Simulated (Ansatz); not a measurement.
# CH₅ClGeO₂: basis-set convergence

How large a basis does CH₅ClGeO₂ need? Two functionals are run in growing sets.

Program: Ansatz 0.2.0, Gaussian basis. Level of theory: one geometry, several basis sets. These are calculated values, not measurements.

The runs, in order: PBE0-D4/def2-SVP; ωB97M-V/def2-SVP; PBE0-D4/def2-QZVPP; ωB97M-V/def2-QZVPP; the functionals' def2-TZVPP values are taken from earlier runs.

## 1. The geometry

All runs share one geometry, relaxed beforehand with PBE0-D4 in a triple-zeta def2 set.

10 atoms, charge 0, spin multiplicity 1.

Atoms are counted from 1 here; the program's logs count them from 0.

Bond lengths: C1–O2 1.413 Å, C1–H6 1.097 Å, C1–H7 1.091 Å, C1–H8 1.095 Å, O2–Ge3 1.758 Å, Ge3–O4 1.750 Å, Ge3–Cl5 2.153 Å, Ge3–H9 1.526 Å, O4–H10 0.961 Å. Angles: O2–C1–H6 111.8°, O2–C1–H7 107.5°, O2–C1–H8 111.8°, H6–C1–H7 108.3°, H6–C1–H8 108.7°, H7–C1–H8 108.6°, C1–O2–Ge3 121.0°, O2–Ge3–O4 106.3°, O2–Ge3–Cl5 107.2°, O2–Ge3–H9 114.8°, O4–Ge3–Cl5 110.7°, O4–Ge3–H9 108.7°, Cl5–Ge3–H9 109.1°, Ge3–O4–H10 112.6°.

## 2. PBE0-D4 in def2-SVP

The input, in.yaml:

```yaml
crystal:
  periodic: [false, false, false]
  atoms:
    - {symbol: C, position_ang: [-1.049121, -1.233818, -0.362739]}
    - {symbol: O, position_ang: [0.258450, -0.776817, -0.083684]}
    - {symbol: Ge, position_ang: [0.540274, 0.847820, 0.524862]}
    - {symbol: O, position_ang: [2.271610, 1.097157, 0.475404]}
    - {symbol: Cl, position_ang: [-0.464643, 2.208724, -0.807194]}
    - {symbol: H, position_ang: [-1.666472, -1.281747, 0.542296]}
    - {symbol: H, position_ang: [-0.963650, -2.241701, -0.772614]}
    - {symbol: H, position_ang: [-1.553447, -0.598762, -1.098423]}
    - {symbol: H, position_ang: [0.051372, 1.092172, 1.949958]}
    - {symbol: H, position_ang: [2.658728, 0.835874, -0.364865]}
basis:
  gaussian: {orbitals: def2-SVP}
hamiltonian: {xc: pbe0, dispersion: d4}
output: {orbitals: {seedname: orbitals}}
```

The runs that follow: ωB97M-V in def2-SVP; PBE0-D4 in def2-QZVPP; ωB97M-V in def2-QZVPP.

Q: Predict the results of all the runs planned. Wanted: PBE0-D4: double and triple zeta above quadruple; ωB97M-V: double and triple zeta above quadruple.

**Answer**, as computed:

| quantity | value |
| --- | --- |
| PBE0-D4: double and triple zeta above quadruple | 19.77, 1.91 eV |
| ωB97M-V: double and triple zeta above quadruple | 19.82, 1.84 eV |

What this shows: PBE0-D4 gains 17.87 eV from double to triple zeta, then 1.91 eV more. These are total energies; as a rule much of such shifts cancels in differences, which this series doesn't test. The LUMO of ωB97M-V is positive and keeps falling with the basis (2.42 to 1.55 eV): an unbound level that the basis holds in place.
